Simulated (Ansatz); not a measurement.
# Si2TeO6: the cost of one run

Program: Ansatz 0.2.0. Level of theory: DFT PBE, scalar-relativistic, plane waves, PAW. These are calculated values, not measurements.

## 1. The structure to begin with

The cell holds 18 atoms (O12Si4Te2): a = 6.741 Å, b = 6.511 Å, c = 6.296 Å, α = 92.46°, β = 91.47°, γ = 90.35°.

It is the last frame of an earlier stage of the same melt, run at 1360 K.

As a file:

```
CELL_PARAMETERS angstrom
6.74081 -0.02095 -0.08362
-0.02095 6.50911 -0.13748
-0.08362 -0.13748 6.29423
ATOMIC_POSITIONS crystal
Te 0.07041 0.70204 0.80392
Te 0.31990 0.20189 0.93514
O 0.57552 0.46811 0.22370
O 0.74169 0.28795 0.51899
O 0.44580 0.02439 0.71024
O 0.03227 0.09985 0.77943
O 0.86383 0.53772 0.86364
O 0.22151 0.41830 0.75026
O 0.70918 0.18954 0.96813
O 0.27037 0.74547 0.05587
O 0.39398 0.72088 0.42853
O 0.19702 0.39383 0.20999
O 0.61059 0.01908 0.31560
O 0.78473 0.78414 0.57676
Si 0.66840 0.24164 0.22722
Si 0.85263 0.28830 0.75279
Si 0.57228 0.88235 0.52297
Si 0.36443 0.56765 0.21336
```

## 2. Dynamics at 300 K

One k point, a Fermi-Dirac width of 0.050 eV and a fixed cell.

Input file input.yaml:

```yaml
crystal:
  lattice:
    - [6.740815, -0.020952, -0.083622]
    - [-0.020952, 6.509114, -0.137482]
    - [-0.083622, -0.137482, 6.294228]
  atoms:
    - { symbol: Te, position: [0.0704119337, 0.702037031, 0.8039199814] }
    - { symbol: Te, position: [0.319896265, 0.2018941486, 0.9351436761] }
    - { symbol: O, position: [0.5755197956, 0.4681148967, 0.2236993402] }
    - { symbol: O, position: [0.741692625, 0.2879548445, 0.518985031] }
    - { symbol: O, position: [0.4458027561, 0.0243927296, 0.7102421653] }
    - { symbol: O, position: [0.0322663851, 0.0998516587, 0.7794320912] }
    - { symbol: O, position: [0.8638279326, 0.5377188272, 0.8636433769] }
    - { symbol: O, position: [0.2215095546, 0.4183025974, 0.7502584925] }
    - { symbol: O, position: [0.7091804479, 0.18954467, 0.9681271706] }
    - { symbol: O, position: [0.2703668826, 0.745469858, 0.0558726553] }
    - { symbol: O, position: [0.3939780314, 0.7208792436, 0.4285305199] }
    - { symbol: O, position: [0.1970184266, 0.3938307796, 0.2099946408] }
    - { symbol: O, position: [0.6105861913, 0.0190830267, 0.3155966402] }
    - { symbol: O, position: [0.7847261061, 0.7841408566, 0.5767623733] }
    - { symbol: Si, position: [0.6684002586, 0.241637232, 0.2272158629] }
    - { symbol: Si, position: [0.8526342394, 0.2882965368, 0.7527931233] }
    - { symbol: Si, position: [0.5722843958, 0.882354502, 0.5229669793] }
    - { symbol: Si, position: [0.3644328806, 0.5676533693, 0.2133625171] }
  symmetry: { detect: false }
basis:
  ecutwfc: 420
  xc_grid: 1
kpoints:
  mp_grid: { grid: [1, 1, 1], shift: [0.0, 0.0, 0.0] }
hamiltonian:
  xc: pbe
scf:
  occupations: { method: fermi_dirac, width: 0.05 }
  lower_state_search: "off"
  convergence: { dr2_threshold: 1.0e-05 }
output:
  forces: true
  stress: true
md:
  timestep: 2.0
  n_steps: 250
  ensemble: nvt_langevin
  friction: 0.03
  temperature: 300.0
  initial_velocities: maxwell_boltzmann
  seed: 76885
```

Launch:

```sh
ansatz run input.yaml --threads 2 --pin off --max-ram 5120MiB --backend cpu --events-out ev --progress --plain --runs-dir out
```

What time and memory should one allow on 2 threads of Arm Neoverse V1, shared host?

About 3.1 min, with a peak of 0.38 GiB.
